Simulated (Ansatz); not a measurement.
This was printed by a script on the Ansatz DFT code, driven from Python, for a ladder of basis sets of CH4GeS, SMILES S=[CH][GeH3]. What did the script look like? Level of theory (for the species named): Hartree-Fock, cc-pVDZ basis, multiplicity 1. The script varies basis: cc-pVDZ, cc-pVTZ.

```xyz
7

S    -0.3243   -1.9071    1.1472
C    -0.5529   -1.0111   -0.0026
Ge    0.3019    0.6962   -0.0834
H    -1.1077   -1.3129   -0.8276
H    -0.0229    1.4012   -1.4152
H    -0.1281    1.5800    1.1260
H     1.8952    0.4856    0.0099
```

```console
$ python basis_ch4ges.py
cc-pVDZ          79 orbitals  reference   -2512.990706 Ha  total   -2512.990706 Ha
cc-pVTZ         163 orbitals  reference   -2513.095287 Ha  total   -2513.095287 Ha
cc-pVDZ        lies    2.8458 eV above cc-pVTZ
cc-pVTZ        lies    0.0000 eV above cc-pVTZ
```

The script that was run (others could print the same):

`basis_ch4ges.py`:
```python
import ansatz as az

ch4ges = (
    az.Crystal.molecule()
    .atom('S', [-0.3243, -1.9071, 1.1472])
    .atom('C', [-0.5529, -1.0111, -0.0026])
    .atom('Ge', [0.3019, 0.6962, -0.0834])
    .atom('H', [-1.1077, -1.3129, -0.8276])
    .atom('H', [-0.0229, 1.4012, -1.4152])
    .atom('H', [-0.1281, 1.58, 1.126])
    .atom('H', [1.8952, 0.4856, 0.0099])
)

calc = ch4ges.calculation().functional('hf')

energies = {}
for basis in ['cc-pVDZ', 'cc-pVTZ']:
    rep = calc.basis(gaussian=basis).run(threads=1, pin='off').report
    size = rep['n_frozen'] + rep['n_occupied'][0] + rep['n_virtual'][0]
    energies[basis] = (rep['reference_energy_ev'] / 27.211386246, rep['free_energy_ev'] / 27.211386246)
    print(f'{basis:14s} {size:4d} orbitals  reference {energies[basis][0]:14.6f} Ha  total {energies[basis][1]:14.6f} Ha')

last = energies['cc-pVTZ'][1]
for basis, (_, total) in energies.items():
    print(f'{basis:14s} lies {27.211386 * (total - last):9.4f} eV above cc-pVTZ')
```

Against cc-pVDZ: cc-pVTZ -104.6 mHa. The last step alone is -104.58 mHa. From the first set to the last the time grows from 1.7 to 3.2 s.

Caveats:
- The drop along the ladder measures the basis error, and is no property of the molecule.
- The geometry is a force-field or estimated start, not a minimum of this method, and the last set is no limit. Much of the fall in a total is atomic energy, which cancels in bond and reaction energies.
- For Al to Cl the sets with a tight d function, cc-pV(X+d)Z, are usual.
- Wall time of the script: 5.4 s on 1 thread of Intel(R) Xeon(R) Platinum 8488C (Sapphire Rapids) (shared host), peak memory 0.36 GiB.
